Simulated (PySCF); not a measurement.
# Ce(OH)3: other functionals and bases at one geometry

Aim: see how levels, charges and forces of Ce(OH)3 depend on the level of theory. The structure is generated, not taken from experiment.

Method: several levels, as the steps say, no spin–orbit coupling; program: PySCF 2.14.0.

4 further runs of the same task are left out: 2 for a known fault of the program, 1 that didn't finish, 1 set aside as unsound or not needed.

### 1 Starting geometry

7 atoms, charge 0, spin multiplicity 1.

Bond lengths: Ce1–O2 2.161 Å, Ce1–O4 2.161 Å, Ce1–O6 2.161 Å, O2–H3 0.967 Å, O4–H5 0.967 Å, O6–H7 0.967 Å. Angles: O2–Ce1–O4 116.2°, O2–Ce1–O6 116.2°, O4–Ce1–O6 116.2°, Ce1–O2–H3 171.3°, Ce1–O4–H5 171.3°, Ce1–O6–H7 171.3°.

As a file:

```mol
CeH3O3
  3D, bonds by distance, orders not assigned

  7  6  0  0  0  0  0  0  0  0999 V2000
   -0.0000   -0.0000   -0.3659 Ce  0  0
    2.1175   -0.0000    0.0631 O   0  0
    3.0258   -0.0000    0.3960 H   0  0
   -1.0587    1.8338    0.0631 O   0  0
   -1.5129    2.6205    0.3960 H   0  0
   -1.0588   -1.8338    0.0631 O   0  0
   -1.5130   -2.6204    0.3960 H   0  0
  1  2  8  0
  1  4  8  0
  1  6  8  0
  2  3  8  0
  4  5  8  0
  6  7  8  0
M  END
```

Formal oxidation states: Ce +3. Each metal's 1 4f electrons lie in its core potential, so multiplicities, spins and levels count the valence alone. An earlier session relaxed this geometry at TPSS, Ce lcecp-1-SVP with ECP47, O def2-SVP, H def2-SVP (singlet, point group C3v).

At TPSS on the finer grid: E = -259.741281 Eh, HOMO -5.82 eV, LUMO -1.68 eV, Mulliken charge on Ce1 +1.06 e, largest force component 0.004 eV/Å. 

Levels to run: CAM-B3LYP; r2SCAN; M06-L; B3LYP; TPSS, TZVP; PBE0, SVP. Hardware: 2 threads of Arm Neoverse V2, shared host.

### 2 CAM-B3LYP

Input file run.py (the lines that set the calculation):

```python
mol = gto.M(atom='''
Ce     0.00000     0.00000    -0.36594
O      2.11750    -0.00002     0.06308
H      3.02584    -0.00003     0.39597
O     -1.05873     1.83382     0.06308
H     -1.51289     2.62047     0.39597
O     -1.05877    -1.83380     0.06308
H     -1.51295    -2.62044     0.39597''',
    basis={'Ce': 'lcecp-1-SVP', 'O': 'def2-SVP', 'H': 'def2-SVP'},
    ecp={'Ce': 'lcecp-1-SVP'},
    charge=0, spin=0)
mf = dft.RKS(mol, xc='CAMB3LYP')
mf.grids.atom_grid = (75, 302)  # f atoms: unpruned, at least (60, 302)
mf = mf.density_fit()  # fitting sets: Ce AutoAux, O def2-universal-JKFIT, H def2-universal-JKFIT
mf.conv_tol = 1e-08; mf.max_cycle = 55
mf.kernel(dm0)  # dm0: the density of the relaxed state
```

Started as:

```sh
> OMP_NUM_THREADS=2 python run.py
```

### 3 r2SCAN

run.py (the lines that set the calculation): that of step 2 with these lines changed.

```diff
@@ -11,3 +11,3 @@
     charge=0, spin=0)
-mf = dft.RKS(mol, xc='CAMB3LYP')
+mf = dft.RKS(mol, xc='R2SCAN')
 mf.grids.atom_grid = (75, 302)  # f atoms: unpruned, at least (60, 302)
```

### 4 M06-L

run.py (the lines that set the calculation): that of step 3 with these lines changed.

```diff
@@ -11,3 +11,3 @@
     charge=0, spin=0)
-mf = dft.RKS(mol, xc='R2SCAN')
+mf = dft.RKS(mol, xc='M06L')
 mf.grids.atom_grid = (75, 302)  # f atoms: unpruned, at least (60, 302)
```

### 5 B3LYP

run.py (the lines that set the calculation): that of step 4 with these lines changed.

```diff
@@ -11,3 +11,3 @@
     charge=0, spin=0)
-mf = dft.RKS(mol, xc='M06L')
+mf = dft.RKS(mol, xc='B3LYP')
 mf.grids.atom_grid = (75, 302)  # f atoms: unpruned, at least (60, 302)
```

### 6 TPSS, TZVP

Basis: Ce lcecp-1-TZVP with ECP47, O def2-TZVP, H def2-TZVP. 

Input file run.py (the lines that set the calculation):

```python
mol = gto.M(atom='''
Ce     0.00000     0.00000    -0.36594
O      2.11750    -0.00002     0.06308
H      3.02584    -0.00003     0.39597
O     -1.05873     1.83382     0.06308
H     -1.51289     2.62047     0.39597
O     -1.05877    -1.83380     0.06308
H     -1.51295    -2.62044     0.39597''',
    basis={'Ce': 'lcecp-1-TZVP', 'O': 'def2-TZVP', 'H': 'def2-TZVP'},
    ecp={'Ce': 'lcecp-1-TZVP'},
    charge=0, spin=0)
mf = dft.RKS(mol, xc='TPSS')
mf.grids.atom_grid = (75, 302)  # f atoms: unpruned, at least (60, 302)
mf = mf.density_fit()  # fitting sets: Ce AutoAux, O def2-universal-JKFIT, H def2-universal-JKFIT
mf.conv_tol = 1e-08; mf.max_cycle = 55
mf.kernel(dm0)  # dm0: free metal ions and neutral atoms
```

### 7 PBE0, SVP

Basis: Ce def2-SVP with ECP28, O def2-SVP, H def2-SVP. The 4f electrons are now in the valence.

Input file run.py (the lines that set the calculation):

```python
mol = gto.M(atom='''
Ce     0.00000     0.00000    -0.36594
O      2.11750    -0.00002     0.06308
H      3.02584    -0.00003     0.39597
O     -1.05873     1.83382     0.06308
H     -1.51289     2.62047     0.39597
O     -1.05877    -1.83380     0.06308
H     -1.51295    -2.62044     0.39597''',
    basis={'Ce': 'def2-SVP', 'O': 'def2-SVP', 'H': 'def2-SVP'},
    ecp={'Ce': 'def2-SVP'},
    charge=0, spin=1)
mf = dft.UKS(mol, xc='PBE0')
mf.grids.atom_grid = (75, 302)  # f atoms: unpruned, at least (60, 302)
mf = mf.density_fit()  # fitting sets: Ce def2-universal-JKFIT, O def2-universal-JKFIT, H def2-universal-JKFIT
mf.conv_tol = 1e-08; mf.max_cycle = 55
mf.kernel(dm0)  # dm0: free metal ions and neutral atoms
```

What does the calculation give? Wanted: for each run, HOMO; gap; charge on Ce1; dipole; largest force.

The runs gave:

| level | state | HOMO (eV) | gap (eV) | charge on Ce1 (e) | dipole (D) | largest force (eV/Å) | basis functions | time |
| --- | --- | --- | --- | --- | --- | --- | --- | --- |
| TPSS (relaxed here) | singlet | -5.82 | 4.14 | 1.06 | 1.42 | 0.00 | 90 | 20 s |
| CAM-B3LYP | singlet | -8.84 | 8.20 | 1.15 | 1.55 | 0.42 | 90 | 4.9 s |
| r2SCAN | singlet | -6.09 | 4.63 | 1.14 | 1.49 | 0.36 | 90 | 5.6 s |
| M06-L | singlet | -5.87 | 4.99 | 1.31 | 1.60 | 0.56 | 90 | 5.8 s |
| B3LYP | singlet | -7.10 | 5.54 | 1.11 | 1.49 | 0.35 | 90 | 3.7 s |
| TPSS, TZVP | singlet | -6.14 | 4.40 | 1.62 | 1.66 | 0.32 | 158 | 16 s |

Times are on 2 threads of Arm Neoverse V2, shared host; the first row also made further properties.

In one basis the HOMO–LUMO gap runs from 4.14 eV (TPSS) to 8.20 eV (CAM-B3LYP). The largest leftover force, 0.56 eV/Å with M06-L, stands at a geometry relaxed at another level. The Mulliken charge on Ce spans +1.06 to +1.62 e over the levels. With 4f in the core, its levels are missing from HOMO and gap. Total energies of different levels can't be compared. Spin–orbit coupling is left out throughout.
